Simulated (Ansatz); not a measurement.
# Fe3Ge (Pm-3m) in Ansatz: reference runs, part 2 of 2

Ansatz 0.2.0. Earlier steps stand in the parts before.

## Step 3: Single point, PBEsol, collinear spin, ferromagnetic start (atoms moved at random, drawn with an rms of 0.05 Å)

Input file input.yaml:

```yaml
crystal:
  lattice:
    - [3.66050052, 0.0, 0.0]
    - [0.0, 3.66050052, 0.0]
    - [0.0, 0.0, 3.66050052]
  atoms:
    - { symbol: Ge, position: [-0.01765, 0.001191, 0.00897] }
    - { symbol: Fe, position: [0.5087, 0.008782, 0.508754], spin: 3.0 }
    - { symbol: Fe, position: [0.496635, 0.515485, 0.011532], spin: 3.0 }
    - { symbol: Fe, position: [0.004126, 0.493165, 0.500831], spin: 3.0 }
kpoints:
  mp_grid: { grid: [7, 7, 7] }
scf:
  occupations: { method: fermi_dirac, width: 0.05 }
hamiltonian:
  xc: pbesol
  pseudopotentials: { kind: all_electron, lapw: { basis_error: 0.001 } }
magnetization:
  spin_polarized: true
output:
  forces: true
  stress: true
  eigenvalues: true
  populations: true
```

Potentials or basis: all-electron LAPW, scalar-relativistic.

Started as:

```sh
$ ansatz run input.yaml --threads 4 --pin off --max-ram 12288MiB --backend cpu --events-out ev --progress --plain --runs-dir out
```

The log of the run:

```text
Warning: RAYON_NUM_THREADS=4 ignored (pool sized by the plan → 4); use --threads N
Ge: projections on atomic orbitals take those of the free atom 1s2 2s2 2p6 3s2 3p6 3d10 4s2 4p2, of charge +0.00 (hamiltonian.pseudopotentials.projection_atoms)
Fe: projections on atomic orbitals take those of the free atom 1s2 2s2 2p6 3s2 3p6 3d6 4s2, of charge +0.00 (hamiltonian.pseudopotentials.projection_atoms)
LAPW: plane waves up to 8.836 Å⁻¹, error target 1.0e-3 eV per atom; small_component_spin mean_spin; Fe in spheres of 1.259 Å, 16 of its electrons in bands, Dirac shells []; Ge in spheres of 1.255 Å, 22 of its electrons in bands, Dirac shells [] (how accurate: hamiltonian.pseudopotentials.lapw.basis_error, Limitations)
Engine: ansatz 0.2.0, aarch64-unknown-linux-gnu
Pseudopotentials: kind: all_electron
Pseudopotential: Ge, LAPW, valence charge 22, lapw/all_electron/scalar/gaussian/Ge, Koelling and Harmon's equation, gaussian nucleus
Pseudopotential: Fe, LAPW, valence charge 16, lapw/all_electron/scalar/gaussian/Fe, Koelling and Harmon's equation, gaussian nucleus
Functional definition: PBEsol
  exchange = pbesol_x
  correlation = pbesol_c
Crystal: 4 atoms, lattice volume = 49.048 Å³
Basis set: ecut = 297.46385464454124 eV, 587 PW (Γ), exchange–correlation at level 2
Bands: 48, of which v1, the nominal top of the filled ones, is band 35 counted from 1 (34 counted from 0)
Symmetry: 1 space group operations
Space group: P1 (ITA 1), of the structure as read, at distance tolerance 3.7e-5 Å
Magnetic group: BNS 1.1 (UNI 1), of the structure as read, at distance tolerance 3.7e-5 Å
k-points: 172 of 343 (time reversal used)
Non-local potential: Ge, projectors of the file, none
Non-local potential: Fe, projectors of the file, none
Initial density: superposition of atomic densities (chi_scale 0.1, normalization cell)
Starting moments: Σ|m| = 9 μB on 3 of 4 sites
Initial wavefunctions: plane waves of lowest kinetic energy (no species holds an atomic orbital)
Functional: x = pbesol(κ = 0.804, μ = 0.12345679012345678), c = pbesol(β = 0.046)
iter 1 solved again at ethr=1.27e-3 eV; its pass at ethr=1.00e-1 eV (dr2=8.89e-1 eV) is discarded
SCF iter   1: F=—  HF=-160882.972905 eV  |F-HF|=—  |Δ(HF+E_count)|=         —  Δρ=3.54e-2 (↑2.81e-2 ↓3.54e-2)  dr2=8.89e-1  dr2_m=3.70e-1  M=6.525 μB ∫|m|=6.867 μB  β_m=0.30  ethr=1.27e-3  ⟨swp⟩=2.1  Hψ=107367  notcnv=0
Mixer restart at iter 1: flushing history
preconditioner: auto → Kerker (q_TF=auto, 2.895 Å⁻¹)  [metal: Δε(μ)=0.001 eV  Ē_g=14.263 eV  σ=0.050 eV  W_gap=0.00  n_scr=18 (ndim 8)  ℏωp=32.7 eV  f_vac=0.000  D(μ)=3.82/eV (n_scr^D=32)]
spin=Collinear: Kerker preconditioning applied to the charge; magnetization (m = ρ↑ − ρ↓) channel mixes plain (no charge-response kernel on spin).
SCF iter   2: F=—  HF=-160882.785434 eV  |F-HF|=—  |Δ(HF+E_count)|=   1.87e-1  Δρ=2.57e-2 (↑2.03e-2 ↓2.57e-2)  dr2=5.10e-1  dr2_m=1.92e-1  M=6.469 μB ∫|m|=6.843 μB  β_m=0.64  ethr=1.27e-3  ⟨swp⟩=2.0  Hψ=48648  notcnv=0
SCF iter   3: F=—  HF=-160882.708669 eV  |F-HF|=—  |Δ(HF+E_count)|=   7.68e-2  Δρ=3.96e-3 (↑3.48e-3 ↓3.96e-3)  dr2=6.75e-2  dr2_m=4.46e-4  M=6.376 μB ∫|m|=6.840 μB  β_m=0.56  ethr=7.28e-4  ⟨swp⟩=2.6  Hψ=49620  notcnv=0
SCF iter   4: F=—  HF=-160882.642072 eV  |F-HF|=—  |Δ(HF+E_count)|=         —  Δρ=2.05e-3 (↑1.89e-3 ↓2.05e-3)  dr2=1.52e-2  dr2_m=8.85e-5  M=6.386 μB ∫|m|=6.855 μB  β_m=0.56  ethr=9.64e-5  ⟨swp⟩=2.0  Hψ=47618  notcnv=0
Mixer restart at iter 4: flushing history
the basis was enlarged: its passes take 1.8 MiB over the memory plan, 4 of 4 planned eigensolver slots
SCF iter   5: F=—  HF=-160882.645229 eV  |F-HF|=—  |Δ(HF+E_count)|=   3.16e-3  Δρ=1.66e-3 (↑1.66e-3 ↓1.54e-3)  dr2=1.26e-2  dr2_m=5.36e-5  M=6.391 μB ∫|m|=6.867 μB  β_m=0.61  ethr=2.18e-5  ⟨swp⟩=2.0  Hψ=45386  notcnv=0
[... 9 lines left out ...]
SCF iter  14: F=—  HF=-160882.643501 eV  |F-HF|=—  |Δ(HF+E_count)|=   8.12e-9  Δρ=1.79e-6 (↑1.79e-6 ↓1.74e-6)  dr2=8.73e-9  dr2_m=2.66e-11  M=6.393 μB ∫|m|=6.873 μB  β_m=0.73  ethr=1.44e-10  ⟨swp⟩=2.0  Hψ=45387  notcnv=0
SCF iter  15: F=-160882.643501 eV  HF=-160882.643501 eV  |F-HF|=1.91e-8  |Δ(HF+E_count)|=   5.70e-9  Δρ=1.89e-6 (↑8.78e-7 ↓1.89e-6)  dr2=6.66e-9  dr2_m=1.97e-10  M=6.393 μB ∫|m|=6.873 μB  ethr=1.25e-11  ⟨swp⟩=2.0  Hψ=45387  notcnv=0
SCF 1 converged in 15 iterations: F = -160882.643501 eV  dr2 = 6.66e-9
SCF converged after 15 iterations
Magnetization: 6.3927 μB (38.1963 up, 31.8037 down)
Absolute magnetization: 6.8730 μB (∫|ρ↑−ρ↓|)
Spin contamination: 0.1142 ħ² per cell (⟨S²⟩ above its minimum at these occupations)
Per-site moments (μB) at R_I (Å): [(-0.13792214405539838, 1.2554268216253215), (2.200837061699678, 1.2589824947254886), (2.2045777912669973, 1.2589824947254886), (2.214969766458225, 1.2589824947254886)]
Free energy (F): -160882.643501 eV
Harris-Foulkes:  -160882.643501 eV  (|F-HF|=1.91e-8)
Internal energy: -160882.615157 eV  (E = F + TS)
E sigma→0 (E₀):  -160882.629329 eV
Entropy (-TS):   -0.028344 eV (-7.086 meV/atom)
Fermi energy:    18.403044 eV
--- Per-component energies (eV) ---
  E_band       = -1518.705380
  E_kinetic    = 163480.336997
  E_xc         = -6600.596580
  E_electrostatic = -317762.355574  (all electrons and nuclei)
  E_smearing   = -0.028344  (= −TS)
  E_closure    = 0.000000  (closes the sum)
  E_atoms      = -160848.017351  (free atoms, spherical and without spin; not in F)
  Σ components = -160882.643501   (vs F -160882.643501, Δ=0.00e0)
  Basis errors (estimates in eV, not in F): energy 2.6e-4 per atom: plane waves 2.2e-4 (1.1e-4 summed), levels above the bands 7.3e-106, relativity 2.4e-8, radial functions 4.2e-5, core shells 3.5e-9; eigenvalues (radial functions only) 8.5e-7; not estimated: angular momenta, meshes, grids; target (lapw.basis_error) 1.0e-3; muffin-tin radii Fe 1.259 Å, Ge 1.255 Å
--- Forces (eV/Å), atoms counted from 1 ---
  atom   1  Ge     0.54619457     0.07672132    -0.12767296
  atom   2  Fe    -0.45772993    -0.07237970     0.01735543
  atom   3  Fe    -0.11067497    -0.32854094    -0.13284793
  atom   4  Fe     0.02221035     0.32419796     0.24316525
  max |Σ_I F_I| component: 1.35e-6 eV/Å
--- Stress (GPa, compression-positive) ---
      -11.038164       0.236369      -0.053899
        0.236369     -11.258890       0.078224
       -0.053899       0.078224     -11.095267
  P = ⅓ Tr σ = -11.1308 GPa (-111.308 kbar)
--- Band table (eV; the first three rows and the last of 344) ---
  k-point 0 ↑: bands = ["-145.1008", "-92.4101", "-92.4097", "-92.4087", "-69.7016", "-69.6497", "-69.6430", "-35.9746", "-35.9717", "-35.9703", "-35.8589", "-35.8551", "-35.8485", "-35.7499", "-35.7488", "-35.7485", "-6.3864", "-6.3860", "-6.3811", "-6.3807", "-6.3797", "6.1931", "12.7802", "14.0532", "14.0774", "14.3743", "14.3778", "14.3846", "16.2333", "16.2466", "16.2597", "16.9553", "16.9671", "17.1122", "17.2037", "17.2160", "17.7953", "18.0557", "18.0695", "18.0711", "21.3315", "24.8817", "24.9097", "27.7416", "27.7558", "27.7889", "30.9057", "30.9233"]
  k-point 1 ↑: bands = ["-145.1008", "-92.4101", "-92.4097", "-92.4087", "-69.6994", "-69.6504", "-69.6445", "-35.9688", "-35.9645", "-35.9623", "-35.8613", "-35.8550", "-35.8495", "-35.7607", "-35.7535", "-35.7526", "-6.3857", "-6.3826", "-6.3809", "-6.3803", "-6.3794", "6.4045", "12.8432", "13.7333", "14.2130", "14.3498", "14.3569", "14.4537", "15.9305", "15.9420", "16.1928", "16.4444", "16.9465", "16.9855", "17.2013", "17.2580", "17.6402", "18.0631", "18.5445", "18.5542", "21.9065", "24.8536", "25.5189", "27.2757", "27.2988", "27.3911", "30.1347", "30.3249"]
  k-point 2 ↑: bands = ["-145.1008", "-92.4101", "-92.4097", "-92.4087", "-69.6935", "-69.6542", "-69.6465", "-35.9542", "-35.9492", "-35.9365", "-35.8672", "-35.8575", "-35.8514", "-35.7897", "-35.7641", "-35.7628", "-6.3840", "-6.3806", "-6.3798", "-6.3788", "-6.3745", "6.9936", "12.2226", "13.4780", "14.2153", "14.2466", "14.6000", "14.6671", "15.7071", "15.7315", "15.9598", "16.0029", "16.6482", "16.9207", "16.9583", "16.9852", "17.3509", "18.0666", "19.7481", "19.7492", "22.2211", "24.7513", "25.6334", "25.7446", "25.8709", "28.6860", "28.9580", "30.8490"]
  k-point 171 ↓: bands = ["-145.1082", "-92.4200", "-92.4196", "-92.4186", "-67.1787", "-67.1571", "-67.1448", "-33.5226", "-33.5062", "-33.4988", "-33.4680", "-33.4210", "-33.4020", "-33.3805", "-33.2840", "-33.2664", "-6.4050", "-6.4041", "-6.4030", "-6.4024", "-6.3917", "8.0259", "11.6823", "14.5138", "15.0428", "15.5447", "16.4279", "16.6374", "17.0967", "17.2008", "17.4938", "18.2520", "18.5677", "18.6865", "18.8384", "19.2389", "19.4865", "19.8275", "21.2236", "21.4445", "22.6654", "24.1688", "25.2462", "26.9136", "28.6056", "28.7960", "31.0452", "31.3040"]
--- Löwdin populations: 4 sites ---
  site symbol       q [e]    m [muB]
     0     Ge     32.7211    -0.2617
     1     Fe     25.5711     2.2357
     2     Fe     25.5702     2.2396
     3     Fe     25.5681     2.2501
  spilling = 0.005178 (of n_electrons = 110.000000)
```

populations.tsv:

```text
# site	symbol	l	j	q_up	q_dn
# orbitals = lowdin
# n_electrons = 110.000000
# spilling = 0.005178
# projection_atom_Ge: 1s2 2s2 2p6 3s2 3p6 3d10 4s2 4p2
# projection_atom_Fe: 1s2 2s2 2p6 3s2 3p6 3d6 4s2
0	Ge	0_1S	-	0.999998	0.999997
0	Ge	0_2S	-	0.999879	0.999860
0	Ge	0_3S	-	0.997273	0.996798
0	Ge	0_4S	-	0.765747	0.738952
0	Ge	1_2P	-	2.999996	2.999996
0	Ge	1_3P	-	2.998865	2.998777
0	Ge	1_4P	-	1.469152	1.759401
0	Ge	2_3D	-	4.998808	4.997646
1	Fe	0_1S	-	0.999991	0.999991
1	Fe	0_2S	-	0.999514	0.999535
1	Fe	0_3S	-	0.988398	0.989069
1	Fe	0_4S	-	0.363474	0.365788
1	Fe	1_2P	-	2.999993	2.999996
1	Fe	1_3P	-	2.998297	2.998309
1	Fe	2_3D	-	4.553739	2.314985
2	Fe	0_1S	-	0.999991	0.999991
2	Fe	0_2S	-	0.999516	0.999537
2	Fe	0_3S	-	0.988447	0.989115
2	Fe	0_4S	-	0.363524	0.365632
2	Fe	1_2P	-	2.999993	2.999996
2	Fe	1_3P	-	2.998309	2.998324
2	Fe	2_3D	-	4.555124	2.312684
3	Fe	0_1S	-	0.999991	0.999991
3	Fe	0_2S	-	0.999518	0.999540
3	Fe	0_3S	-	0.988504	0.989167
3	Fe	0_4S	-	0.363756	0.365635
3	Fe	1_2P	-	2.999993	2.999996
3	Fe	1_3P	-	2.998330	2.998338
3	Fe	2_3D	-	4.558973	2.306332
```

It took 3.5 min on 4 threads of Arm Neoverse V1, shared host; peak memory 1.9 GiB.

Results:

- Free energy: -160882.6435 eV
- Pressure: -11.1 GPa
- Largest force: 0.566 eV/Å
- Band gap on the k mesh: none (metal or under the smearing width)
- Net moment: 6.39 μB per cell
- Absolute moment: 6.87 μB per cell
- Site moments: Ge -0.14; Fe +2.20, +2.21 μB
- Loewdin charges: Ge -0.72; Fe +0.43 e

Forces in eV/Å, atoms in the order of the input:
```
Ge   0.546  0.077 -0.128
Fe  -0.458 -0.072  0.017
Fe  -0.111 -0.329 -0.133
Fe   0.022  0.324  0.243
```

Caveat: the atomic charges don't sum to the cell's charge.
